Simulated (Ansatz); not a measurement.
# C3H7BO: a ladder of functionals and wavefunction methods

An exercise on one series of results from a longer session: the logs are not shown, and one member is left open.

The runs use Ansatz 0.2.0, Gaussian basis; functionals in def2-TZVPP, the program's frozen cores in correlated methods.

Plan: LDA (SPW92), PBE-D4, revPBE-D4, BLYP-D4, r2SCAN-D4, B97M-V, PBE0-D4, B3LYP-D4, r2SCANh-D4, r2SCAN0-D4, HSE06-D4, BHLYP-D4, CAM-B3LYP-D4, LC-ωPBE, ωB97X-V, ωB97M-V, B2PLYP, PBE-QIDH; CCSD(T)/def2-SVP; CCSD(T)/def2-TZVPP; MP2/def2-QZVPP; extrapolation to the limit; RPA on PBE.

## The geometry

All runs share one geometry, relaxed beforehand with PBE0-D4 in a triple-zeta def2 set.

SMILES `B/C=C/CO`, 12 atoms, charge 0, spin multiplicity 1.

Atoms are counted from 1 here; the program's logs count them from 0.

Bond lengths: B1–C2 1.530 Å, B1–H6 1.199 Å, B1–H7 1.197 Å, C2–C3 1.343 Å, C2–H8 1.090 Å, C3–C4 1.491 Å, C3–H9 1.090 Å, C4–O5 1.412 Å, C4–H10 1.098 Å, C4–H11 1.096 Å, O5–H12 0.961 Å. Angles: C2–B1–H6 118.8°, C2–B1–H7 121.9°, H6–B1–H7 119.3°, B1–C2–C3 120.9°, B1–C2–H8 121.8°, C3–C2–H8 117.3°, C2–C3–C4 125.7°, C2–C3–H9 119.4°, C4–C3–H9 114.9°, C3–C4–O5 112.3°, C3–C4–H10 110.3°, C3–C4–H11 109.1°, O5–C4–H10 111.9°, O5–C4–H11 105.6°, H10–C4–H11 107.3°, C4–O5–H12 108.2°.

Geometry (Å):

```xyz
12

B    -0.5707    1.9046    1.2328
C    -0.2462    1.0228    0.0252
C     0.2483   -0.2148    0.1892
C     0.6354   -1.1488   -0.9061
O     0.1570   -2.4589   -0.6860
H    -0.4389    1.4487    2.3334
H    -0.9507    3.0326    1.1081
H    -0.3846    1.3744   -0.9977
H     0.3903   -0.6044    1.1971
H     0.3127   -0.7523   -1.8776
H     1.7274   -1.2343   -0.9354
H    -0.8028   -2.4250   -0.6489
```

The first run:

in.yaml

```yaml
crystal:
  periodic: [false, false, false]
  atoms:
    - {symbol: B, position_ang: [-0.570680, 1.904608, 1.232816]}
    - {symbol: C, position_ang: [-0.246234, 1.022813, 0.025153]}
    - {symbol: C, position_ang: [0.248301, -0.214820, 0.189220]}
    - {symbol: C, position_ang: [0.635442, -1.148792, -0.906066]}
    - {symbol: O, position_ang: [0.156959, -2.458891, -0.686017]}
    - {symbol: H, position_ang: [-0.438908, 1.448699, 2.333446]}
    - {symbol: H, position_ang: [-0.950692, 3.032608, 1.108067]}
    - {symbol: H, position_ang: [-0.384619, 1.374385, -0.997738]}
    - {symbol: H, position_ang: [0.390295, -0.604350, 1.197071]}
    - {symbol: H, position_ang: [0.312659, -0.752318, -1.877569]}
    - {symbol: H, position_ang: [1.727382, -1.234289, -0.935432]}
    - {symbol: H, position_ang: [-0.802806, -2.424955, -0.648851]}
basis:
  gaussian: {orbitals: def2-TZVPP}
hamiltonian: {xc: lda}
output: {orbitals: {seedname: orbitals}}
```

Steps of the session up to this table: LDA; PBE-D4 (GGA); revPBE-D4 (GGA); BLYP-D4 (GGA); r2SCAN-D4 (meta-GGA); B97M-V (meta-GGA); PBE0-D4 (hybrid); B3LYP-D4 (hybrid); r2SCANh-D4 (hybrid); r2SCAN0-D4 (hybrid); HSE06-D4 (hybrid); BHLYP-D4 (hybrid); CAM-B3LYP-D4 (range-separated); LC-ωPBE (range-separated); ωB97X-V (range-separated); ωB97M-V (range-separated); B2PLYP (double hybrid); PBE-QIDH (double hybrid).

One of the session's tables, all rows but one given; the rest of the session is left out.

It belongs to the step «Orbital energies across the functionals». 

```
  functional  HOMO (eV)  LUMO (eV)  gap (eV)
 LDA (SPW92)      -6.82      -3.34      3.48
      PBE-D4      -6.65      -3.07      3.58
   revPBE-D4      -6.58      -2.96      3.62
     BLYP-D4      -6.56      -2.91      3.65
   r2SCAN-D4      -6.96      -2.81      4.15
      B97M-V      -7.10      -2.82      4.28
     PBE0-D4      -8.11      -2.11      6.00
    B3LYP-D4      -7.88      -2.31      5.57
  r2SCANh-D4      -7.52      -2.47      5.05
  r2SCAN0-D4      -8.29      -1.96      6.33
    HSE06-D4      -7.71      -2.49      5.22
    BHLYP-D4      -9.15      -1.04      8.11
CAM-B3LYP-D4      -9.46      -1.01      8.45
     LC-ωPBE          ?          ?         ?
     ωB97X-V     -10.45       0.06     10.51
     ωB97M-V     -10.38      -0.12     10.26
```

Estimate the missing values for LC-ωPBE.

**Answer.** HOMO (eV): -10.81; LUMO (eV): 0.12; gap (eV): 10.93. In the column «HOMO (eV)» it is the lowest.
